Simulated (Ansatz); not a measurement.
# ClFGe: the cost of one run

All numbers are computed with Ansatz 0.2.0, driven from Python. Level of theory: Hartree-Fock/def2-SVP.

### Step 1. Starting point

Bond lengths: F1–Ge2 1.745 Å, Ge2–Cl3 2.141 Å. Angles: F1–Ge2–Cl3 107.8°.

The script holds or builds the structure itself.

### Step 2. The code

Input file relaxed_scan_clfge.py:

```python
# -*- coding: utf-8 -*-
"""Relaxed scan of one distance in ClFGe."""

import warnings

import ansatz as az
import numpy as np


def main():
    warnings.simplefilter("ignore", az.DeckWarning)

    molecule = (
        az.Crystal.molecule()
        .atom("F", [0.0584, 1.5053, 0.1869])
        .atom("Ge", [-0.6815, 0.0251, -0.3673])
        .atom("Cl", [0.6122, -1.5952, 0.1672])
    )

    base = (
        molecule.calculation()
        .basis(gaussian="def2-SVP")  # atom-centred Gaussian functions
        .functional("hf")
    )
    symbols = [site.symbol for site in molecule.cartesian_sites]
    pairs = [(0, 1), (1, 2)]
    print("held (A)   E (eV)        ", "  ".join(f"{symbols[i]}{i}-{symbols[j]}{j}" for i, j in pairs))
    for length in [1.97, 2.14, 2.31, 2.57, 2.89]:
        report = base.relax(constraints=[az.DistanceConstraint((1, 2), at=length)], force_tolerance=0.02, max_steps=60).run(threads=1).report
        xyz = np.array(report["positions_ang"])
        print(f"{length:6.2f} {report['free_energy_ev']:14.5f}  ", "  ".join(f"{np.linalg.norm(xyz[i] - xyz[j]):.3f}" for i, j in pairs))


if __name__ == "__main__":
    main()
```

### Step 3. The input behind the calls

The package turns the script's settings into the engine's input (first run):

```yaml
crystal:
  periodic: [false, false, false]
  atoms:
    - { symbol: F, position_ang: [0.0584, 1.5053, 0.1869] }
    - { symbol: Ge, position_ang: [-0.6815, 0.0251, -0.3673] }
    - { symbol: Cl, position_ang: [0.6122, -1.5952, 0.1672] }
basis:
  gaussian:
    orbitals: def2-SVP
hamiltonian:
  xc: hf
relax:
  f_tol: 0.02
  max_steps: 60
  constraints:
    - { distance: [1, 2], at: 1.97 }
```

### Step 4. Launch

Run with:

```bash
python relaxed_scan_clfge.py
```

Q: Estimate wall time and peak memory on 1 thread of Arm Neoverse V1, shared host.

About 26 s, with a peak of 0.19 GiB.
